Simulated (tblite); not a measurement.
# C4H14Si4: the cost of one run

The runs use tblite 0.8.0 and PySCF 2.14.0, with density-fitted response routines of our own; the level of theory stands in each step. All values are computed, except where a source is named. Atoms count from 0, in the outputs and in this text.

### Step 1. Starting geometry

22 atoms, charge 0, multiplicity 1; geometry from: force field or distance geometry start.

Bonds of the start (Å): C0–C1 1.52, C1–C2 1.54, C2–Si3 1.80, Si3–Si4 2.23, Si4–Si5 2.25, Si5–Si6 2.25, C2–C7 1.50, C7–C0 1.52, Si6–Si3 2.23, C0–H8 1.12, C0–H9 1.10, C1–H10 1.10, C1–H11 1.11, C2–H12 1.12, Si3–H13 1.47, Si4–H14 1.46, Si4–H15 1.46, Si5–H16 1.46, Si5–H17 1.49, Si6–H18 1.48, Si6–H19 1.47, C7–H20 1.10, C7–H21 1.10.

### Step 2. Optimising the geometry with GFN2-xTB

The job: settings as JSON, then the geometry in Å.

```
{"job": {"kind": "relax", "xc": "GFN2-xTB", "basis": "xTB"}, "charge": 0, "multiplicity": 1}
C     -2.958000     0.294800    -0.445900
C     -2.078300     0.834100     0.663700
C     -1.228500    -0.426400     0.430200
Si     0.530400    -0.335500     0.815200
Si     1.936100    -1.627700    -0.334900
Si     3.448300    -0.023800     0.098500
Si     1.701800     1.385000     0.015100
C     -1.683200    -0.324600    -0.993800
H     -3.672600    -0.445600     0.001800
H     -3.429900     1.066600    -1.075000
H     -2.554100     0.893400     1.656800
H     -1.459200     1.705500     0.374900
H     -1.752600    -1.269900     0.956500
H      0.788900    -0.505900     2.253800
H      2.247200    -2.886800     0.338700
H      1.631800    -1.752500    -1.761300
H      4.455500     0.180200    -0.934200
H      4.027300    -0.138100     1.461400
H      1.805000     2.533700     0.940500
H      1.372600     1.733100    -1.371400
H     -1.199500     0.424300    -1.634800
H     -1.939100    -1.294500    -1.456800
```

Command:

```sh
$ OMP_NUM_THREADS=1 python probes_run.py task.json out
```

This one command runs all jobs of the session in turn.

Q: Estimate the wall time and peak memory of this first job on 1 thread of Arm Neoverse V1, shared host.

About 1.8 s, with a peak of 0.18 GiB.
